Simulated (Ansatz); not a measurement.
# C₂H₅BOSe: a ladder of functionals and wavefunction methods

One table from this session's results is given with a row withheld; the runs are named, their logs left out.

Computed with Ansatz 0.2.0, Gaussian basis. Level: functionals in def2-TZVPP, the program's frozen cores in correlated methods.

The runs, in order: PBE-D4, r2SCAN-D4, PBE0-D4, B3LYP-D4, ωB97X-V, ωB97M-V, B2PLYP; CCSD(T)/def2-TZVPP; MP2/def2-QZVPP; extrapolation to the limit.

## Structure used throughout

An earlier PBE0-D4 in a triple-zeta def2 set relaxation fixed the geometry.

10 atoms, charge 0, spin multiplicity 1.

Atoms are counted from 1 here; the program's logs count them from 0.

Bond lengths: C1–C2 1.331 Å, C1–H6 1.085 Å, C1–H7 1.086 Å, C2–B3 1.555 Å, C2–H8 1.093 Å, B3–O4 1.359 Å, B3–Se5 1.957 Å, O4–H9 0.961 Å, Se5–H10 1.466 Å. Angles: C2–C1–H6 122.2°, C2–C1–H7 121.5°, H6–C1–H7 116.2°, C1–C2–B3 126.1°, C1–C2–H8 116.9°, B3–C2–H8 116.9°, C2–B3–O4 121.6°, C2–B3–Se5 124.7°, O4–B3–Se5 113.7°, B3–O4–H9 113.2°, B3–Se5–H10 95.2°.

Set-up of the first run:

File in.yaml:

```yaml
crystal:
  periodic: [false, false, false]
  atoms:
    - {symbol: C, position_ang: [-0.012218, -1.398602, -0.699195]}
    - {symbol: C, position_ang: [-0.628305, -0.383526, -0.098025]}
    - {symbol: B, position_ang: [0.057975, 0.864698, 0.526540]}
    - {symbol: O, position_ang: [-0.522884, 1.567245, 1.534593]}
    - {symbol: Se, position_ang: [1.794044, 1.575966, -0.030210]}
    - {symbol: H, position_ang: [-0.551173, -2.264077, -1.071476]}
    - {symbol: H, position_ang: [1.065733, -1.411367, -0.830689]}
    - {symbol: H, position_ang: [-1.712576, -0.459852, 0.014763]}
    - {symbol: H, position_ang: [-1.358264, 1.192337, 1.825442]}
    - {symbol: H, position_ang: [1.950669, 0.666178, -1.168744]}
basis:
  gaussian: {orbitals: def2-TZVPP}
hamiltonian: {xc: pbe, dispersion: d4}
output: {forces: true, orbitals: {seedname: orbitals}}
```

On the command line:

```bash
$ ansatz run in.yaml --threads 4 --pin off --events-out ev --progress --plain --max-ram 10444MiB
```

Steps of the session up to this table: PBE-D4 (GGA); r2SCAN-D4 (meta-GGA); PBE0-D4 (hybrid); B3LYP-D4 (hybrid); ωB97X-V (range-separated); ωB97M-V (range-separated); B2PLYP (double hybrid); CCSD(T) in def2-TZVPP; MP2 in def2-QZVPP.

One of the session's tables, all rows but one given; the rest of the session is left out.

```
            method  atomisation energy (eV)
            PBE-D4                   42.512
         r2SCAN-D4                   41.688
           PBE0-D4                   41.645
          B3LYP-D4                   41.426
           ωB97X-V                   41.363
           ωB97M-V                   41.457
            B2PLYP                   41.029
     HF/def2-TZVPP                   30.332
    MP2/def2-TZVPP                   41.270
   CCSD/def2-TZVPP                   39.662
CCSD(T)/def2-TZVPP                   40.368
           MP2/CBS                   42.302
       CCSD(T)/CBS                        ?
```

Q: Estimate the row for CCSD(T)/CBS from the others.

The run gave: atomisation energy (eV): 41.400. In the column «atomisation energy (eV)» it lies between ωB97X-V (41.363) and B3LYP-D4 (41.426).
